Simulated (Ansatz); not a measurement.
**GeH₇NO₃Si: up Jacob's ladder to CCSD(T)**

How much do the methods differ for GeH₇NO₃Si? The plan is to run it at one geometry with functionals of several rungs and with coupled cluster. The yardstick is the atomisation energy at the CCSD(T) limit.

The runs use Ansatz 0.2.0, Gaussian basis; functionals in def2-TZVPP, the program's frozen cores in correlated methods.

The runs, in order: PBE-D4, r2SCAN-D4, PBE0-D4, B3LYP-D4, ωB97X-V, ωB97M-V, B2PLYP; CCSD(T)/def2-TZVPP; MP2/def2-QZVPP; extrapolation to the limit.

## (1) The geometry

The geometry comes from an earlier relaxation with PBE0-D4 in a triple-zeta def2 set; it is a stationary point, not always the lowest conformer.

SMILES `[OH][GeH2][NH][SiH](O)O`, 13 atoms, charge 0, spin multiplicity 1.

Atoms are counted from 1 here; the program's logs count them from 0.

Bond lengths: O1–Ge2 1.799 Å, O1–H7 0.960 Å, Ge2–N3 1.825 Å, Ge2–H8 1.538 Å, Ge2–H9 1.528 Å, N3–Si4 1.714 Å, N3–H10 1.009 Å, Si4–O5 1.644 Å, Si4–O6 1.633 Å, Si4–H11 1.480 Å, O5–H12 0.958 Å, O6–H13 0.967 Å. Angles: Ge2–O1–H7 112.5°, O1–Ge2–N3 107.8°, O1–Ge2–H8 110.6°, O1–Ge2–H9 102.4°, N3–Ge2–H8 108.5°, N3–Ge2–H9 112.5°, H8–Ge2–H9 114.8°, Ge2–N3–Si4 122.5°, Ge2–N3–H10 116.1°, Si4–N3–H10 118.2°, N3–Si4–O5 105.3°, N3–Si4–O6 107.6°, N3–Si4–H11 115.3°, O5–Si4–O6 115.7°, O5–Si4–H11 108.4°, O6–Si4–H11 104.9°, Si4–O5–H12 116.7°, Si4–O6–H13 116.3°.

## (2) PBE-D4 (GGA)

Input file in.yaml:

```yaml
crystal:
  periodic: [false, false, false]
  atoms:
    - {symbol: O, position_ang: [-0.096082, -2.213007, -0.047917]}
    - {symbol: Ge, position_ang: [0.456962, -1.090308, -1.339580]}
    - {symbol: N, position_ang: [0.669747, 0.560801, -0.591456]}
    - {symbol: Si, position_ang: [-0.478623, 1.238918, 0.485763]}
    - {symbol: O, position_ang: [0.376177, 1.649183, 1.828899]}
    - {symbol: O, position_ang: [-1.658848, 0.132451, 0.708881]}
    - {symbol: H, position_ang: [0.604725, -2.435659, 0.569952]}
    - {symbol: H, position_ang: [1.810838, -1.545272, -1.908742]}
    - {symbol: H, position_ang: [-0.703194, -1.136690, -2.333312]}
    - {symbol: H, position_ang: [1.611431, 0.921644, -0.573248]}
    - {symbol: H, position_ang: [-1.176157, 2.446432, -0.010433]}
    - {symbol: H, position_ang: [-0.042203, 2.261478, 2.436025]}
    - {symbol: H, position_ang: [-1.374773, -0.789991, 0.775168]}
basis:
  gaussian: {orbitals: def2-TZVPP}
hamiltonian: {xc: pbe, dispersion: d4}
output: {forces: true, orbitals: {seedname: orbitals}}
```

Command:

```sh
ansatz run in.yaml --threads 2 --pin off --events-out ev --progress --plain --max-ram 32768MiB --backend cuda --devices 0, --max-vram 18GiB
```

The runs that follow: r2SCAN-D4 (meta-GGA); PBE0-D4 (hybrid); B3LYP-D4 (hybrid); ωB97X-V (range-separated); ωB97M-V (range-separated); B2PLYP (double hybrid); CCSD(T) in def2-TZVPP; MP2 in def2-QZVPP.

**Question.** What will the summary of the whole plan be? Wanted: atomisation energy, CCSD(T)/CBS; farthest; mean size of error, hybrid; mean size of error, range-separated; gap, smallest and largest; T1 diagnostic; triples share of the correlation energy.

**Answer**, as computed:

| quantity | value |
| --- | --- |
| atomisation energy, CCSD(T)/CBS | 1129.9 kcal/mol |
| functionals within 11.3 kcal/mol (1.0 %) | PBE-D4, r2SCAN-D4, ωB97X-V, ωB97M-V |
| farthest | PBE0-D4 (-25.2 kcal/mol) |
| mean size of error, hybrid | 20.1 kcal/mol |
| mean size of error, range-separated | 5.2 kcal/mol |
| gap, smallest and largest | 5.76 eV (PBE-D4), 12.49 eV (ωB97X-V) |
| T1 diagnostic | 0.0119 |
| triples share of the correlation energy | 3.5 % |

**Reading.** PBE-D4 is off by +0.3 kcal/mol. Double hybrids carry the basis error of their MP2 part in triple zeta, and no dispersion term here, so their miss is partly the set-up's. The reference freezes the cores and leaves out relativity and excitations past (T), and its outer-core shells are covered unevenly, so misses under about 11.3 kcal/mol can't be ranked. Hartree-Fock recovers 68 % of the binding; the rest is correlation. Orbital gaps span 5.8 to 12.5 eV; exact exchange widens them. Correlated methods include outer-core shells of Ge, which these sets cover unevenly.
